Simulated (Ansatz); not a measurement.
A trace of molecular dynamics of a periodic cell of 13 atoms, Sc₁₂H (host Sc, host structure hcp, interstitial H).

These are results of DFT PBE, scalar-relativistic, plane waves, PAW (Ansatz), not measurements. Settings: accuracy low, cutoff 420 eV, k mesh 3x2x3, fermi-dirac smearing 0.05 eV, no spin polarisation.

```
ensemble                      : NVE (velocity Verlet)
starting velocities drawn for : 1680 K
seed                          : 10625
```

```tsv
time (fs)	T (K)	potential energy less start (eV)	conserved less start (meV/atom)
0	1680	0.000	0.00
8.25	1674	0.010	0.01
16.5	1742	-0.097	-0.08
24.75	1412	0.417	0.02
33	1326	0.549	-0.03
41.25	1293	0.599	-0.03
49.5	1221	0.713	0.06
57.75	1389	0.451	-0.03
66	1577	0.159	-0.06
74.25	1602	0.120	-0.02
82.5	1628	0.082	0.02
90.75	1750	-0.109	0.00
99	1591	0.138	0.04
107.25	1628	0.081	0.00
115.5	1534	0.226	-0.06
123.75	1351	0.510	-0.03
132	1117	0.874	0.05
140.25	928	1.168	0.08
148.5	1018	1.026	-0.06
156.75	968	1.103	-0.07
165	1073	0.941	0.01
173.25	1331	0.541	-0.02
181.5	1430	0.387	-0.05
189.75	1642	0.058	-0.10
198	1501	0.278	0.04
206.25	1714	-0.054	-0.08
```

Problem. Is this trajectory sound?

Solution. The conserved energy stayed within 0.13 meV per atom of its start (net change -0.0054 meV per atom), so the integration is sound. A run of 0.21 ps of so small a system gives no equilibrium averages. Limits of this set-up: coarse k mesh, odd electron count without spin, a small cell, in which the defect meets its images, a typed lattice constant that wasn't relaxed here, low accuracy level. The time step was 0.75 fs.

Time of the run: 25 min on 2 threads of Intel(R) Xeon(R) Platinum 8488C (Sapphire Rapids), on a shared host, peak memory 0.96 GiB.
